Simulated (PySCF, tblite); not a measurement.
**GeCl2F2, a small molecule taken as a stand-in for a surface group (Ge site with back bonds F, F, Cl): NMR shifts, core binding energies and electronic excitations**

Aim: the NMR shifts, core binding energies and electronic excitations of `[F][Ge]([F])([Cl])[Cl]`.

Programs: tblite 0.8.0 and PySCF 2.14.0. All values are calculated, for the isolated system unless a continuum is named. Atoms count from 0, parts from 1.

## 1. Starting point

5 atoms, charge 0, multiplicity 1; geometry: distance geometry start.

## 2. Geometry optimisation with GFN2-xTB

Job settings and geometry (Å):

```
{"job": {"kind": "relax", "xc": "GFN2-xTB", "basis": "xTB"}, "charge": 0, "multiplicity": 1}
Ge    -1.369788     0.915827     0.640535
F     -2.164507     2.342039     1.304451
F      0.101748     1.345034    -0.183358
Cl    -2.792628    -0.055410    -0.805714
Cl    -0.933752    -0.536723     2.291845
```

With the program's defaults for keys left out, this is: GFN2-xTB geometry optimisation, gas phase.

On the command line:

```sh
$ OMP_NUM_THREADS=1 python cluster_run.py task.json out
```

This one command runs all jobs of the session in turn.

Standard output:

```text
step      E/eV     max force
  0    -561.99840    2.191
  1    -562.10867    1.606
  2    -562.27706    0.781
  3    -562.29654    0.621
  4    -562.31536    0.425
  5    -562.33608    0.407
  6    -562.33982    0.232
  7    -562.34313    0.225
  8    -562.34698    0.252
  9    -562.35224    0.189
 10    -562.35429    0.107
 11    -562.35475    0.026
 12    -562.35479    0.015
 13    -562.35480    0.014
 14    -562.35484    0.022
 15    -562.35489    0.033
 16    -562.35496    0.040
 17    -562.35502    0.032
 18    -562.35505    0.015
 19    -562.35506    0.005
```

It took 0.51 s on 1 thread of Arm Neoverse N1, shared host.

Along the way:

```csv
step,energy from step 0 (eV),largest force (eV/Å)
0,0.0000,2.1903
1,-0.1103,1.6059
2,-0.2787,0.7813
3,-0.2981,0.6204
4,-0.3170,0.4252
5,-0.3377,0.4074
6,-0.3414,0.2323
7,-0.3447,0.2250
8,-0.3486,0.2526
9,-0.3538,0.1896
10,-0.3559,0.1063
11,-0.3564,0.0260
12,-0.3564,0.0145
13,-0.3564,0.0148
14,-0.3564,0.0220
15,-0.3565,0.0330
16,-0.3566,0.0394
17,-0.3566,0.0317
18,-0.3567,0.0150
19,-0.3567,0.0049
```

Close pairs (by a distance rule), those that changed most:

```csv
bond,before (Å),after (Å),change (Å)
Ge0–Cl3,2.249,2.075,-0.174
Ge0–Cl4,2.242,2.075,-0.167
Ge0–F1,1.763,1.743,-0.019
Ge0–F2,1.740,1.743,+0.003
```

## 3. Geometry optimisation at PBE0-D3(BJ)/def2-SVP

Job settings and geometry (Å):

```
{"job": {"xc": "PBE0", "basis": "def2-SVP", "d3": "d3bj", "grid": 2, "kind": "geom", "shake": 0.01}, "charge": 0, "multiplicity": 1}
Ge     0.005745    -0.062208     0.007645
F     -0.642377     1.472636     0.601283
F      1.408968     0.558027    -0.778423
Cl    -1.270025    -0.766733    -1.452169
Cl     0.522638    -1.238547     1.600960
```

Standard output:

```text
step   0  E = -3195.78434363  max force = 0.063575
step   1  E = -3195.78714729  max force = 0.050541
step   2  E = -3195.79047144  max force = 0.009154
step   3  E = -3195.79095173  max force = 0.002761
step   4  E = -3195.79101678  max force = 0.000566
step   5  E = -3195.79102015  max force = 0.000248
optimisation converged
```

Wall time 52 s (1 thread of Arm Neoverse N1, shared host); peak memory 0.48 GiB.

The steps of the relaxation:

```csv
step,energy from step 0 (eV),largest force component (eV/Å)
0,0.0000,3.2692
1,-0.0763,2.5989
2,-0.1667,0.4707
3,-0.1798,0.1420
4,-0.1816,0.0291
5,-0.1817,0.0128
```

Close pairs (by a distance rule), those that changed most:

```csv
bond,before (Å),after (Å),change (Å)
Ge0–Cl4,2.047,2.107,+0.060
Ge0–F1,1.769,1.711,-0.058
Ge0–Cl3,2.063,2.106,+0.044
Ge0–F2,1.724,1.711,-0.013
```

The end geometry stands in the next job.

```csv
at the end point,value
point group (found at 0.08 Å tolerance),C2v
"rotational constants (GHz, main isotopes)","2.579, 1.762, 1.484"
dipole moment (D),1.18
```

## 4. Nuclear shieldings: PBE0/pcSseg-2

Job settings and geometry (Å):

```
{"job": {"kind": "nmr", "xc": "PBE0", "basis": "pcSseg-2"}, "charge": 0, "multiplicity": 1}
Ge     0.023900     0.043408    -0.006314
F     -0.710749     1.434072     0.666549
F      1.456784     0.583147    -0.769954
Cl    -1.263863    -0.794078    -1.447569
Cl     0.518868    -1.303305     1.536452
```

Level: GIAO PBE0/pcSseg-2 NMR shielding, non-relativistic, gas phase.

Standard output:

```text
coarse grid: 30648 points
cycle   1  E = -3196.4925823815  dE = -1.532e-01  |g| = 1.384e+00  |ddm| = 2.083e+00
cycle   2  E = -3196.1559148447  dE =  3.367e-01  |g| = 2.146e+00  |ddm| = 1.363e+00
cycle   3  E = -3196.6735172848  dE = -5.176e-01  |g| = 1.860e-01  |ddm| = 8.971e-01
cycle   4  E = -3196.6774481168  dE = -3.931e-03  |g| = 1.098e-01  |ddm| = 1.213e-01
cycle   5  E = -3196.6789039023  dE = -1.456e-03  |g| = 9.098e-03  |ddm| = 4.501e-02
cycle   6  E = -3196.6789190439  dE = -1.514e-05  |g| = 3.401e-03  |ddm| = 8.549e-03
cycle   7  E = -3196.6789214580  dE = -2.414e-06  |g| = 6.844e-04  |ddm| = 2.774e-03
final grid: 59744 points
cycle   8  E = -3196.6788930362  dE = -2.994e-07  |g| = 9.298e-04  |ddm| = 1.753e-03
cycle   9  E = -3196.6788928950  dE =  1.412e-07  |g| = 1.335e-03  |ddm| = 1.609e-03
cycle  10  E = -3196.6788932159  dE = -3.209e-07  |g| = 1.317e-04  |ddm| = 8.629e-04
cycle  11  E = -3196.6788932174  dE = -1.501e-09  |g| = 1.706e-05  |ddm| = 6.534e-05
cycle  12  E = -3196.6788932174  dE = -4.411e-11  |g| = 9.991e-06  |ddm| = 1.121e-05
converged SCF energy = -3196.6788932174

GIAO shielding tensors (ppm)
atom      isotropic    diamagn.    paramagn.     s11        s22        s33       span
  0 Ge    1338.031    2755.819   -1417.788   1281.018   1319.471   1413.604    132.586
  1 F      290.015     467.450    -177.435    239.358    244.061    386.625    147.267
  2 F      289.992     467.419    -177.427    239.260    243.940    386.776    147.517
  3 Cl     833.548    1147.159    -313.611    716.493    727.384   1056.767    340.274
  4 Cl     833.384    1147.152    -313.768    716.175    727.126   1056.852    340.676
```

Wall time 45 s (1 thread of Arm Neoverse N1, shared host); peak memory 1 GiB.

The references, computed at this level on geometries of the same kind, shield at (ppm): 19F CFCl3 175.8, 73Ge GeMe4 1337, 35Cl HCl 941. Their shielding less the atom's gives the shift. The references are single molecules in the gas phase, so shifts against H2O, NH3, PH3, H3PO4 or CFCl3 are not on the usual liquid scales and can be off by tens of ppm. Atoms listed in one row are averaged.

```csv
atoms,environment,σ (ppm),δ (ppm)
Ge0,"germanium bonded to 2 Cl, 2 F",1338,-1
"F1, F2",fluorine bonded to Ge,290.0,-114.2
"Cl3, Cl4",chlorine bonded to Ge,833,107
```

Charges from the same density, by scheme (e):

```csv
atoms,Mulliken,IAO,Hirshfeld,ESP fit
Ge0,1.13,1.48,0.58,0.40
"F1, F2",-0.40,-0.50,-0.22,-0.17
"Cl3, Cl4",-0.16,-0.24,-0.07,-0.03
```

Mayer bond orders: Ge0–F1 0.95, Ge0–F2 0.95, Ge0–Cl3 1.16, Ge0–Cl4 1.16.

## 5. Core holes by ΔSCF: SCAN, X2C

The job, as its differences from that of step 4:

```diff
@@ -1,2 +1,2 @@
-{"job": {"kind": "nmr", "xc": "PBE0", "basis": "pcSseg-2"}, "charge": 0, "multiplicity": 1}
+{"job": {"kind": "xps", "holes": 5}, "charge": 0, "multiplicity": 1}
 Ge     0.023900     0.043408    -0.006314
```

Level: delta-SCF UKS SCAN, pcX-2 on the ionised atom, pcseg-1 elsewhere, spin-free X2C.

Standard output:

```text
ground state, core basis on atom 1 (F), 122 functions
  cycle   1  E = -3216.78093809  |g| = 8.73e-01
  cycle   2  E = -3216.32533247  |g| = 1.88e+00
  cycle   3  E = -3216.90928099  |g| = 1.82e-01
  cycle   4  E = -3216.91656176  |g| = 8.25e-02
  cycle   5  E = -3216.91801025  |g| = 2.35e-02
  cycle   6  E = -3216.91810122  |g| = 1.29e-02
  cycle   7  E = -3216.91812475  |g| = 2.73e-03
  cycle   8  E = -3216.91812783  |g| = 3.82e-04
  E(ground) = -3217.04994545 Eh
hole in F 1s of atom 1
  cycle   1  E = -3190.53798897  |g| = 2.59e+00
  cycle   2  E = -3190.35632700  |g| = 2.20e+00
  cycle   3  E = -3191.33721908  |g| = 4.73e-01
  cycle   4  E = -3191.34962432  |g| = 4.32e-01
  cycle   5  E = -3191.44959508  |g| = 4.34e-02
  cycle   6  E = -3191.44939352  |g| = 4.73e-02
  cycle   7  E = -3191.45031001  |g| = 7.07e-03
  cycle   8  E = -3191.45033669  |g| = 1.51e-03
  cycle   9  E = -3191.45033608  |g| = 3.02e-04
  E(ion) = -3191.58858018 Eh   <S^2> = 0.7573   hole on atom = 1.000   binding energy = 692.839 eV
ground state, core basis on atom 3 (Cl), 133 functions
  cycle   1  E = -3217.05761406  |g| = 4.97e-01
  cycle   2  E = -3217.05166664  |g| = 2.25e-01
  cycle   3  E = -3217.04182406  |g| = 3.28e-01
  cycle   4  E = -3217.05984796  |g| = 1.80e-02
  cycle   5  E = -3217.05989550  |g| = 1.05e-02
  cycle   6  E = -3217.05990925  |g| = 2.06e-03
  cycle   7  E = -3217.05991026  |g| = 7.98e-04
  cycle   8  E = -3217.05991207  |g| = 2.38e-04
  E(ground) = -3217.17227388 Eh
hole in Cl 2p of atom 3
  cycle   1  E = -3208.94709911  |g| = 1.70e+00
  cycle   2  E = -3208.91515308  |g| = 1.29e+00
  cycle   3  E = -3209.31754478  |g| = 4.35e-01
  cycle   4  E = -3209.39787509  |g| = 2.04e-01
  cycle   5  E = -3209.41038947  |g| = 7.53e-02
  cycle   6  E = -3209.41279533  |g| = 3.17e-02
  cycle   7  E = -3209.41334174  |g| = 8.14e-03
  cycle   8  E = -3209.41337359  |g| = 1.94e-03
  cycle   9  E = -3209.41337360  |g| = 6.64e-04
  cycle  10  E = -3209.41337553  |g| = 4.18e-04
  E(ion) = -3209.53355907 Eh   <S^2> = 0.7520   hole on atom = 1.001   binding energy = 207.860 eV
  2p3/2 = 207.268 eV   2p1/2 = 208.922 eV
```

Wall time 12 s (1 thread of Arm Neoverse N1, shared host); peak memory 0.41 GiB.

The holes in one table. −ε is the ground-state orbital energy:

```csv
hole,stands for,environment,ΔSCF (eV; 2p as the shell's mean),−ε (eV),⟨S²⟩
F1s on F1,"F1, F2",fluorine bonded to Ge,692.84,667.4,0.757
Cl2p on Cl3,"Cl3, Cl4",chlorine bonded to Ge,207.82,194.7,0.752
```

Each hole run stands for the others of its class of like atoms.

With the spin-orbit splitting: Cl3 2p3/2 207.27, 2p1/2 208.92 eV. The table gives each 2p level as the mean over the whole 2p shell (two parts 2p3/2, one part 2p1/2), which differs a little from the single hole in the log.

## 6. TDDFT and polarisability: CAM-B3LYP/def2-SVPD

The job, as its differences from that of step 5:

```diff
@@ -1,2 +1,2 @@
-{"job": {"kind": "xps", "holes": 5}, "charge": 0, "multiplicity": 1}
+{"job": {"kind": "uv", "xc": "CAM-B3LYP", "basis": "def2-SVPD", "nstates": 6, "ntriplets": 2, "ip": true}, "charge": 0, "multiplicity": 1}
 Ge     0.023900     0.043408    -0.006314
```

Method: TDDFT CAM-B3LYP/def2-SVPD, vertical, gas phase, core orbitals frozen in the response.

Standard output:

```text
coarse grid: 30648 points
cycle   1  E = -3196.5187361185  dE = -1.364e-01  |g| = 9.239e-01  |ddm| = 2.971e+00
cycle   2  E = -3196.4096429260  dE =  1.091e-01  |g| = 1.312e+00  |ddm| = 2.371e+00
cycle   3  E = -3196.6706807344  dE = -2.610e-01  |g| = 8.704e-02  |ddm| = 1.168e+00
cycle   4  E = -3196.6720757105  dE = -1.395e-03  |g| = 3.216e-02  |ddm| = 1.299e-01
cycle   5  E = -3196.6722516921  dE = -1.760e-04  |g| = 3.892e-03  |ddm| = 2.741e-02
cycle   6  E = -3196.6722552373  dE = -3.545e-06  |g| = 1.155e-03  |ddm| = 6.375e-03
final grid: 59744 points
cycle   7  E = -3196.6721742028  dE = -2.752e-07  |g| = 8.594e-04  |ddm| = 2.233e-03
cycle   8  E = -3196.6721742508  dE = -4.794e-08  |g| = 6.618e-04  |ddm| = 1.207e-03
cycle   9  E = -3196.6721743197  dE = -6.895e-08  |g| = 4.865e-05  |ddm| = 5.567e-04
cycle  10  E = -3196.6721743202  dE = -4.420e-10  |g| = 2.687e-05  |ddm| = 6.152e-05
converged SCF energy = -3196.6721743202

Static polarisability (au): isotropic 53.903, principal 45.943 51.497 64.269

Singlet excitations
state   eV       nm        f      main configurations
  1   6.6036    187.8   0.02205   H->L 0.95
  2   6.7296    184.2   0.00000   H-1->L 0.96
  3   7.0471    175.9   0.02296   H-2->L 0.95
  4   7.1959    172.3   0.02758   H-3->L 0.94
  5   8.5223    145.5   0.24571   H-4->L 0.85
  6   8.9261    138.9   0.01958   H-5->L 0.92

Triplet excitations (Tamm-Dancoff, eV): 6.0549 6.2415
Vertical ionisation energy (delta-SCF) = 12.7720 eV
Vertical electron affinity (delta-SCF) = 0.4770 eV
```

It took 1.8 min on 1 thread of Arm Neoverse N1, shared host; peak memory 0.67 GiB.

The orbitals next to the gap, with their largest atomic shares:

```csv
orbital,eV,atoms
HOMO−3,-12.27,"Cl4 43 %, Cl3 42 %, Ge0 11 %"
HOMO−2,-12.12,"Cl4 43 %, Cl3 43 %, Ge0 6 %"
HOMO−1,-11.83,"Cl3 46 %, Cl4 45 %, Ge0 6 %"
HOMO,-11.64,"Cl3 48 %, Cl4 48 %"
LUMO,-1.31,"Ge0 29 %, Cl4 26 %, Cl3 25 %"
LUMO+1,1.13,"Ge0 48 %, Cl4 18 %, Cl3 18 %"
LUMO+2,1.34,"Ge0 32 %, Cl4 22 %, Cl3 22 %"
```

With each of the 6 states as a Gaussian band of 0.4 eV half-width at 1/e, the curve within the window shown has maxima at 175 nm (ε 2,200), 145 nm (ε 10,000) L/(mol cm). Beyond the last state computed it falls off for lack of states. The curve at chosen wavelengths:

```json
{"nm": "134", "ε (L/mol/cm)": "902"}
{"nm": "137", "ε (L/mol/cm)": "2801"}
{"nm": "140", "ε (L/mol/cm)": "6218"}
{"nm": "143", "ε (L/mol/cm)": "9515"}
{"nm": "146", "ε (L/mol/cm)": "9995"}
{"nm": "148", "ε (L/mol/cm)": "8467"}
{"nm": "151", "ε (L/mol/cm)": "5020"}
{"nm": "154", "ε (L/mol/cm)": "2221"}
{"nm": "157", "ε (L/mol/cm)": "816"}
{"nm": "160", "ε (L/mol/cm)": "435"}
{"nm": "163", "ε (L/mol/cm)": "620"}
{"nm": "166", "ε (L/mol/cm)": "1094"}
{"nm": "169", "ε (L/mol/cm)": "1636"}
{"nm": "171", "ε (L/mol/cm)": "1928"}
{"nm": "174", "ε (L/mol/cm)": "2153"}
{"nm": "177", "ε (L/mol/cm)": "2118"}
{"nm": "180", "ε (L/mol/cm)": "1919"}
{"nm": "183", "ε (L/mol/cm)": "1664"}
{"nm": "186", "ε (L/mol/cm)": "1406"}
{"nm": "189", "ε (L/mol/cm)": "1149"}
{"nm": "192", "ε (L/mol/cm)": "891"}
{"nm": "194", "ε (L/mol/cm)": "724"}
{"nm": "197", "ε (L/mol/cm)": "496"}
{"nm": "200", "ε (L/mol/cm)": "313"}
{"nm": "203", "ε (L/mol/cm)": "182"}
{"nm": "206", "ε (L/mol/cm)": "98"}
```

Further results of this job:

```csv
property,computed
dipole moment (D),1.33
polarisability (Å³),7.99
HOMO–LUMO gap (eV),10.33
−ε(HOMO) (eV),11.64
```

## 7. What came out

| quantity | value |
| --- | --- |
| point group | C2v |
| rotational constants (main isotopes) | 2.58, 1.76, 1.48 GHz |
| 73Ge shifts against GeMe4 (PBE0/pcSseg-2) | -1 ppm |
| 19F shifts against CFCl3 (PBE0/pcSseg-2, means over atoms taken as alike) | -114.2 ppm |
| 35Cl shifts against HCl (PBE0/pcSseg-2, means over atoms taken as alike) | 107 ppm |
| F1s binding energies, SCAN/pcX-2 | F1 692.84 eV |
| Cl2p binding energies, SCAN/pcX-2 | Cl3 207.82 eV |
| lowest singlet (CAM-B3LYP/def2-SVPD) | 6.60 eV (188 nm), f = 0.022 |
| brightest single state of those computed | state 5, 8.52 eV, f = 0.246 |
| lowest triplet | 6.05 eV |
| vertical ionisation energy (ΔSCF) | 12.77 eV |
| vertical electron affinity (ΔSCF) | 0.48 eV |

What this shows: The optimisation took 5 steps and gained 0.182 eV; among the close pairs (by a distance rule), Ge0–Cl4 changed most, from 2.047 to 2.107 Å (PBE0/def2-SVP). At PBE0/pcSseg-2: Shielding is most anisotropic at Cl3, Cl4 (span 340 ppm, paramagnetic term -314 ppm). The lowest singlet, at 6.60 eV, is HOMO→LUMO 0.95 and is weak; of the 6 states computed, the strongest absorption comes from state 5 at 8.52 eV. The lowest triplet lies 0.55 eV below the lowest singlet (triplets in Tamm-Dancoff, singlets in full TDDFT). The orbital energy would give 11.64 eV for ionisation, ΔSCF gives 12.77 eV. Spin-orbit coupling is left out, which matters for shieldings and couplings at and beside the heavy atoms.
